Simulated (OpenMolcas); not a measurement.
# TlI (thallium iodide): SSB-D (no dispersion term)/def2-TZVPD (core potential)

Aim: the vertical singlet–triplet gap of TlI (thallium iodide) at SSB-D (no dispersion term)/def2-TZVPD (core potential), from 2 runs. 

The calculation is run with OpenMolcas 26.06.

**1. The system as given**

TlI has 2 atoms, charge 0, and is taken as a singlet. As SMILES, `[I][Tl]`. The shape comes from GFN2-xTB, which is rough for such elements, and wasn't checked as a minimum.

Bond lengths: I1–Tl2 2.824 Å.

**2. The energy at SSB-D (no dispersion term)/def2-TZVPD (core potential)**

The input, geom.xyz:

```xyz
2

I      0.000000     0.000000     0.000000
Tl     0.000000     0.000000     2.824060
```

The input, job.input:

```
>>> EXPORT MOLCAS_PRINT=2

&GATEWAY
  BasLib=$CurrDir
  Coord=geom.xyz
  Basis=def2-TZVPD
  Group=NoSym

&SEWARD
  GridInput
  Grid=Coarse
  End of Grid

&SCF
  KSDFT=SSBD
  PrOrbitals=0
```

The basis set def2-TZVPD is read from a file made from the Basis Set Exchange's data (not shown).

Run with:

```
$ export MOLCAS_MEM=1860
$ pymolcas job.input > job.log
```

Output:

```text
--- Start Module: gateway ---
[...]
--- Stop Module: gateway /rc=_RC_ALL_IS_WELL_ ---
--- Start Module: seward ---
[...]
      Basis functions          115
--- Stop Module: seward /rc=_RC_ALL_IS_WELL_ ---
[...]
--- Start Module: scf ---
[...]
 ###    WARNING:  Find_Functional: Dispersion corrections are                ###
 ###    not implemented!                                                     ###
 ###############################################################################
[...]
       Convergence after  14 Iterations
[...]
::    Total KS-DFT energy                            -472.2487689384
[...]
      Total spin, S                                     0.0000000000
[...]
      Total electronic charge=   46.000000
      Total            charge=   -0.000000
[...]
      Dipole Moment (debye):
      Origin of the operator (angstrom)=    0.0000    0.0000    1.7442
                   X=  5.0262E-15               Y= -9.2561E-15               Z=  4.1860E+00           Total=  4.1860E+00
      Quadrupole Moment (debye*angstrom):
[...]
--- Stop Module: scf /rc=_RC_ALL_IS_WELL_ ---
[...]
```

Run time: 8.7 s. Hardware: 1 thread of Arm Neoverse V1, shared host; peak memory 0.7 GiB.

**3. The triplet, same level**

geom.xyz is that of step 2.

The input, job.inp:

```
>>> EXPORT MOLCAS_PRINT=2

&GATEWAY
 BasLib = $CurrDir
 Coord = geom.xyz
 Basis = def2-TZVPD
 Group = NoSym

&SEWARD
 GridInput
 Grid=Coarse
 End of Grid

&SCF
 UHF
 Spin = 3
 KSDFT = SSBD
 PrOrbitals = 0
```

The basis set def2-TZVPD is read from a file made from the Basis Set Exchange's data (not shown).

Run with:

```
$ export MOLCAS_MEM=1860
$ pymolcas job.inp > job.log
```

Output:

```text
--- Start Module: gateway ---
[...]
--- Stop Module: gateway /rc=_RC_ALL_IS_WELL_ ---
--- Start Module: seward ---
[...]
      Basis functions          115
--- Stop Module: seward /rc=_RC_ALL_IS_WELL_ ---
[...]
--- Start Module: scf ---
[...]
 ###    WARNING:  Find_Functional: Dispersion corrections are                ###
 ###    not implemented!                                                     ###
 ###############################################################################
[...]
       Convergence after  26 Iterations
[...]
::    Total KS-DFT energy                            -472.1188325623
[...]
      Total spin, S                                     1.0016067714
[...]
      Total electronic charge=   46.000000
      Total            charge=   -0.000000
[...]
      Dipole Moment (debye):
      Origin of the operator (angstrom)=    0.0000    0.0000    1.7442
                   X= -2.8404E-15               Y= -6.7478E-15               Z=  3.6371E-01           Total=  3.6371E-01
      Quadrupole Moment (debye*angstrom):
[...]
--- Stop Module: scf /rc=_RC_ALL_IS_WELL_ ---
[...]
```

Run time: 14 s. Hardware: 1 thread of Arm Neoverse V1, shared host; peak memory 0.7 GiB.

**4. What came out**

At SSB-D (no dispersion term)/def2-TZVPD (core potential):

| quantity | value |
| --- | --- |
| singlet: total energy | -472.24877 Eh |
| singlet: dipole moment | 4.19 D |
| singlet: HOMO energy | -6.00 eV |
| singlet: LUMO energy | -2.48 eV |
| singlet: HOMO–LUMO gap | 3.52 eV |
| triplet: total energy | -472.11883 Eh |
| triplet: dipole moment | 0.36 D |
| triplet: HOMO energy (highest over α and β) | -2.82 eV |
| triplet: ⟨S²⟩ | 2.005 |
| vertical energy of the triplet above the singlet | 3.536 eV |

What this shows: At this shape the triplet lies 3.54 eV (341 kJ/mol) above the singlet.
